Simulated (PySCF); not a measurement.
**3,4-dimethylthiophene (C6H8S): electronic excitations**

Aim: predict the electronic excitations of 3,4-dimethylthiophene (C6H8S) (`Cc1cscc1C`).

Computed with PySCF 2.14.0, with density-fitted response routines of our own, on a single molecule in the gas phase. Atoms count from 0, in the outputs and in this text.

### Step 1. The starting structure

15 atoms, charge 0, multiplicity 1; geometry from: GFN2-xTB.

Bonds of the start (Å): C0–C1 1.49, C1–C2 1.36, C2–S3 1.72, S3–C4 1.72, C4–C5 1.36, C5–C6 1.49, C5–C1 1.43, C0–H7 1.09, C0–H8 1.09, C0–H9 1.09, C2–H10 1.07, C4–H11 1.07, C6–H12 1.09, C6–H13 1.09, C6–H14 1.09.

### Step 2. Excited states and response: wB97X-D/def2-SVPD

What the job is given:

```
{"job": {"kind": "uv", "xc": "wB97X-D", "basis": "def2-SVPD", "nstates": 8, "ntriplets": 3}, "charge": 0, "multiplicity": 1}
C      1.754863    -0.501700    -0.091337
C      0.609369     0.451087    -0.009415
C      0.731076     1.802376     0.033509
S     -0.789656     2.602612     0.125358
C     -1.608274     1.089121     0.104457
C     -0.757058     0.034371     0.031710
C     -1.179531    -1.396220    -0.003627
H      2.699219     0.036032    -0.109225
H      1.679180    -1.108196    -0.993489
H      1.750388    -1.174463     0.765862
H      1.630114     2.386367     0.016519
H     -2.679283     1.072554     0.147275
H     -2.262286    -1.476035     0.043392
H     -0.750424    -1.939137     0.837936
H     -0.832111    -1.870779    -0.920836
```

With the program's defaults for keys left out, this is: TDDFT wB97X-D/def2-SVPD, vertical, gas phase, core orbitals frozen in the response.

Started as:

```console
OMP_NUM_THREADS=1 python probes_run.py task.json out
```

One launch serves the whole session: the jobs run in the order shown.

Predict these results of the whole session: lowest singlet (wB97X-D/def2-SVPD); lowest triplet; surface potential, 1st and 99th percentile.

The runs gave:

```
                             quantity                        value
   lowest singlet (wB97X-D/def2-SVPD)  5.84 eV (212 nm), f = 0.129
                       lowest triplet                      3.95 eV
surface potential, 1st and 99th percentile           -0.74 V and 0.96 V
```

In words: The lowest singlet, at 5.84 eV, is HOMO−1→LUMO 0.88, HOMO→LUMO+6 0.10 and is bright. The lowest triplet lies 1.90 eV below the lowest singlet (triplets in Tamm-Dancoff, singlets in full TDDFT).
